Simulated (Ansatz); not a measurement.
**MgGe2 in Ansatz: the effect of functional**

The system is MgGe2.

```
Ge Mg
1.0
     5.52149   -1.84985    0.00000
     5.52149    1.84985    0.00000
    -3.21762    0.00000    6.00777
Ge Mg
4 2
Cartesian
  4.8996 0.0000 1.7640
  2.9258 0.0000 4.2438
  6.5513 0.0000 5.9203
  1.2740 0.0000 0.0875
  7.8794 0.0000 2.0982
  -0.0541 0.0000 3.9095
```

The cell comes from a database or a generator and needn't be the stable form of this composition.

Alike in all runs:

| Property | Result |
| --- | --- |
| Program | Ansatz 0.2.0 |
| Task | projected density of states |
| Potentials or basis | Ansatz PAW |
| k mesh | 8 × 8 × 5 |
| Occupations | fermi-dirac, width 0.05 eV |
| Spin | no spin polarisation |

Question: One run gave: pressure 3.2 GPa; largest force 0.27 eV/Å. Which functional did it use?
A. BLYP
B. LDA
C. RPBE
D. revPBE
E. r2SCAN

Answer: A.

| functional | cutoff | pressure (GPa) | largest force (eV/Å) |
| --- | --- | --- | --- |
| LDA | 420 eV (not typed: the program's choice for these potentials) | -4.3 | 0.25 |
| PBEsol | 420 eV (not typed: the program's choice for these potentials) | -2.7 | 0.16 |
| RPBE | 420 eV (not typed: the program's choice for these potentials) | 1.1 | 0.13 |
| revPBE | 420 eV (not typed: the program's choice for these potentials) | 0.8 | 0.13 |
| BLYP | 420 eV (not typed: the program's choice for these potentials) | 3.2 | 0.27 |
| r2SCAN | 500 eV (not typed: the program's choice for these potentials) | -2.4 | 0.41 |

Caveats: the PAW data sets come from PBE, with cores solved anew for the run's functional, which leaves a small shift of forces and pressure.

Runs at the PBE level aren't shown here.
